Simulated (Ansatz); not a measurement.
**SiGeH₄ClOF: two torsions**

A grid of calculations on ClFGeH4OSi, SMILES [OH][GeH]([F])[SiH2]Cl, to see where the energy is lowest and how it rises around there.

Method: RKS SPW92 (LDA)/def2-TZVP; program: Ansatz 0.2.0.

### Step 1. Starting geometry

SMILES `[OH][GeH]([F])[SiH2]Cl`, 9 atoms, charge 0, spin multiplicity 1.

Atoms are counted from 1 here; the program's logs count them from 0.

Bond lengths: O1–Ge2 1.788 Å, O1–H6 0.980 Å, Ge2–F3 1.768 Å, Ge2–Si4 2.404 Å, Ge2–H7 1.547 Å, Si4–Cl5 2.101 Å, Si4–H8 1.502 Å, Si4–H9 1.500 Å. Angles: Ge2–O1–H6 108.8°, O1–Ge2–F3 108.4°, O1–Ge2–Si4 106.2°, O1–Ge2–H7 106.1°, F3–Ge2–Si4 105.6°, F3–Ge2–H7 106.7°, Si4–Ge2–H7 123.1°, Ge2–Si4–Cl5 101.6°, Ge2–Si4–H8 112.7°, Ge2–Si4–H9 114.4°, Cl5–Si4–H8 108.5°, Cl5–Si4–H9 109.0°, H8–Si4–H9 110.2°.

As a file:

```mol
ClFGeH4OSi
  3D, bonds by distance, orders not assigned

  9  8  0  0  0  0  0  0  0  0999 V2000
    1.2364    1.4946   -0.7413 O   0  0
    1.1204   -0.1891   -0.1500 Ge  0  0
    1.8169   -0.2592    1.4735 F   0  0
   -1.2240   -0.6434    0.1302 Si  0  0
   -1.9755    1.2690    0.5681 Cl  0  0
    0.4921    2.0113   -0.3690 H   0  0
    2.0405   -1.0301   -1.0660 H   0  0
   -1.8746   -1.1342   -1.1317 H   0  0
   -1.5437   -1.5650    1.2691 H   0  0
  1  2  8  0
  1  6  8  0
  2  3  8  0
  2  4  8  0
  2  7  8  0
  4  5  8  0
  4  8  8  0
  4  9  8  0
M  END
```

This geometry comes from a loose relaxation at PBE in a small basis, which is not shown.

### Step 3. Plan of the scan

- dihedral H6–O1–Ge2–Si4: 8 values from −180 to 135 °, periodic
- dihedral O1–Ge2–Si4–Cl5: 8 values from −180 to 135 °, periodic

Nothing else is relaxed (all other coordinates rigid). Energies count from the relaxed molecule at the same level. Points are written as (first, second).

(The set-up runs are not shown.)

### Step 4. Point (0°, −45°)

Contents of input.yaml:

```yaml
crystal:
  periodic: [false, false, false]
  atoms:
    - { symbol: O, position_ang: [1.219901, 1.495852, -0.643183] }
    - { symbol: Ge, position_ang: [1.106706, -0.195833, -0.170289] }
    - { symbol: F, position_ang: [2.389923, -0.521765, 0.96506] }
    - { symbol: Si, position_ang: [-0.891451, -0.379958, 1.093938] }
    - { symbol: Cl, position_ang: [-0.753663, 1.269448, 2.325252] }
    - { symbol: H, position_ang: [0.453575, 1.995381, -0.294412] }
    - { symbol: H, position_ang: [1.435097, -1.019696, -1.424771] }
    - { symbol: H, position_ang: [-2.131437, -0.243893, 0.273143] }
    - { symbol: H, position_ang: [-0.949308, -1.605125, 1.942174] }
basis:
  gaussian: { orbitals: def2-TZVP }
hamiltonian:
  xc: lda
output:
  forces: true
```

Command:

```console
$ ansatz run input.yaml --threads 1 --pin off --max-ram 2560MiB --backend cpu --events-out ev --progress --plain --runs-dir out
```

The session goes on with these runs: all other points of the grid.

Before running it: what results should come out? Wanted: lowest point; highest computed point; dipole moment; largest force on an atom.

**Answer**, as computed:

| quantity | value |
| --- | --- |
| lowest point | (45°, −45°), 2.4 kJ/mol |
| highest computed point | (−45°, −135°), 27.4 kJ/mol above the lowest |
| dipole moment (D) | 0.42 at (135°, 90°) to 4.15 at (−90°, −90°); 2.47 at the lowest point |
| largest force on an atom (eV/Å) | 0.13 at (0°, 0°) to 0.81 at (0°, −135°); 0.18 at the lowest point |
| time for the whole task | 11 min on 1 thread, shared host |

**Reading.** The lowest computed point is at (45°, −45°), 2.4 kJ/mol from the relaxed molecule at the same level. There are further wells near (−180°, −180°) (7.4 kJ/mol above the lowest at that grid point); (−180°, 90°) (7.5 kJ/mol above the lowest at that grid point); (−180°, −45°) (9.3 kJ/mol above the lowest at that grid point). The highest computed point, (−45°, −135°), lies 27.4 kJ/mol above the lowest. On the interpolated surface the easiest way out of the lowest well to the well at (−180°, −45°) passes a barrier of about 12 kJ/mol. Round the minimum the valley is strongly tilted: raising dihedral H6–O1–Ge2–Si4 shifts the best value of dihedral O1–Ge2–Si4–Cl5 downwards (coupling k₁₂/√(k₁₁k₂₂) about 0.7).
